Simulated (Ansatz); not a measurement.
Wanted: the native input for an Ansatz 0.2.0 run.

- Task: relaxation of cell and atoms
- Functional: PBE
- Potentials or basis: Ansatz PAW
- Cutoff: 420 eV (not typed: the program's choice for these potentials)
- k mesh: 11 × 11 × 11
- Occupations: fermi-dirac, width 0.05 eV
- Spin: no spin polarisation

The system is WF.

```
W F
1.0
     1.36589    0.78860    5.06960
    -1.36589    0.78860    5.06960
     0.00000   -1.57719    5.06960
W F
1 1
Direct
  0.81412 0.81412 0.81412
  0.93712 0.93712 0.93712
```

The cell was built by a generator and needn't be a form met in nature.

These files were run (other wordings do the same):

input.yaml

```yaml
crystal:
  lattice:
    - [1.36589, 0.7886, 5.0696]
    - [-1.36589, 0.7886, 5.0696]
    - [0.0, -1.57719, 5.0696]
  atoms:
    - { symbol: W, position: [0.81412, 0.81412, 0.81412] }
    - { symbol: F, position: [0.93712, 0.93712, 0.93712] }
hamiltonian:
  xc: pbe
  pseudopotentials: { kind: paw }
kpoints:
  mp_grid: { grid: [11, 11, 11] }
scf:
  occupations: { method: fermi_dirac, width: 0.05 }
output:
  forces: true
  stress: true
  eigenvalues: true
  write_density: true
  write_potential: true
  elf: true
  volumetric_format: npy
relax:
  f_tol: 0.01
  max_steps: 40
  cell: { stress_tol: 0.05 }
```

Potentials or basis: Ansatz PAW.

Command:

```bash
$ ansatz run input.yaml --threads 2 --pin off --max-ram 5632MiB --backend cpu --events-out ev --progress --plain --runs-dir out
```

It gave:

* Relaxed volume: 16.24 Å³/atom
* Relaxed cell: a = 5.248 Å, b = 5.248 Å, c = 5.248 Å, α = 30.24°, β = 30.24°, γ = 30.24°
* Space group after relaxing (to 0.05 Å): R3m (No. 160)
* Energy gained by relaxing: 0.4 meV/atom
* Ionic steps: 7
* Pressure after relaxing: 0.0 GPa
* Band gap on the k mesh: none (metal or under the smearing width)

Caveat: the plane-wave basis is chosen anew once the cell has moved, so the energies of steps on either side of that aren't comparable; the pressure holds a Pulay correction of +0.4 GPa for the finite cutoff; an odd number of electrons without spin polarisation forces a metal; a magnetic or distorted state may lie lower.

It took 40 s on 2 threads of Arm Neoverse V2, on a shared host, peak memory 0.39 GiB.
